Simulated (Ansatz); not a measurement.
**Ge₂C (quintet): wave-function methods side by side, cc-pVDZ**

The task here is to estimate one member of a computed series from the others.

Computed with Ansatz 0.2.0, Gaussian basis. Level: cc-pVDZ, core rule «outside noble gas», up to 29 orbitals frozen.

To be run: UHF; CCSD(T) on ROHF; CCSD(T) on UHF; BCCD(T) on ROHF; CISD as a restricted active space (open shells left free, so some higher excitations enter); CCSDT(Q) on ROHF; CCSDT(Q) on UHF; CASSCF and MRCISD+Q, 12 electrons in 11 orbitals; CASSCF and NEVPT2, 12 electrons in 11 orbitals.

24 further runs of the same task are left out: 1 for a known fault of the program, 14 that didn't finish, 9 set aside as unsound or not needed. Runs told in other sessions of the task aren't counted.

**What is computed**

The geometry is a PBE0/def2-TZVP stationary point (not a proven minimum) of the parent state, kept for this charge and spin. No spin-orbit coupling is included. The filled d shell of Ge may be among the frozen orbitals whatever the setting's name suggests.

3 atoms, charge 0, spin multiplicity 5.

Atoms are counted from 1 here; the program's logs count them from 0.

Bond lengths: Ge1–C2 1.853 Å, C2–Ge3 1.853 Å. Angles: Ge1–C2–Ge3 180.0°.

Geometry (Å):

```xyz
3

Ge    0.00000    0.00000    1.85260
C     0.00000    0.00000    0.00000
Ge    0.00000    0.00000   -1.85260
```

Set-up of the first run:

Input file in.yaml:

```yaml
crystal:
  periodic: [false, false, false]
  atoms:
    - {symbol: Ge, position_ang: [0.000000, 0.000000, 1.852600]}
    - {symbol: C, position_ang: [0.000000, 0.000000, 0.000000]}
    - {symbol: Ge, position_ang: [0.000000, 0.000000, -1.852600]}
basis:
  gaussian: {orbitals: cc-pVDZ}
magnetization: {spin_polarized: true, initial_magnetization: 4}
hamiltonian: {xc: hf}
output: {orbitals: {seedname: orbitals}}
```

On the command line:

```
$ ansatz run in.yaml --threads 1 --pin off --events-out ev --progress --plain --max-ram 2393MiB
```

Steps of the session up to this table: UHF; CCSD(T) on ROHF; CCSD(T) on UHF; BCCD(T) on ROHF; CISD as a restricted active space (open shells left free, so some higher excitations enter); CCSDT(Q) on ROHF; CCSDT(Q) on UHF; CASSCF and MRCISD+Q, 12 electrons in 11 orbitals; CASSCF and NEVPT2, 12 electrons in 11 orbitals.

One of the session's tables, all rows but one given; the rest of the session is left out.

```
           method  from RCCSDT(Q) (kcal/mol)
             RMP2                     +25.59
             UMP2                     +37.28
            RCCSD                     +16.38
            UCCSD                     +15.23
         RCCSD(T)                      +3.19
         UCCSD(T)                      +3.00
          BCCD(T)                      +3.19
           RCCSDT                      +1.99
           UCCSDT                      +1.35
        RCCSDT(Q)                          0
        UCCSDT(Q)                      -0.42
  CASSCF frontier                    +119.87
  NEVPT2 frontier                          ?
  MRCISD frontier                     +12.28
MRCISD+Q frontier                      +1.57
```

Q: Estimate the row for NEVPT2 frontier from the others.

As computed: from RCCSDT(Q) (kcal/mol): +26.59. In the column «from RCCSDT(Q) (kcal/mol)» it lies between RMP2 (+25.59) and UMP2 (+37.28).

Not comparable, so not listed: CISD as a restricted active space (open shells left free, so some higher excitations enter) (they don't share determinant, frozen orbitals or solution with the rows shown, or repeat one).

Caveats from the session: Left out of the table: ROHF, UHF (another determinant or state than the rows shown). The program flags RCCSD(T), UCCSD(T), BCCD(T) as in doubt, so read those rows with care; the flags are large difference. Warnings: coupled cluster took another determinant than the lowest. Restricted and unrestricted rows rest on different reference determinants; a gap between their highest levels can come from leftover correlation error, from unlike frozen cores or from another state.
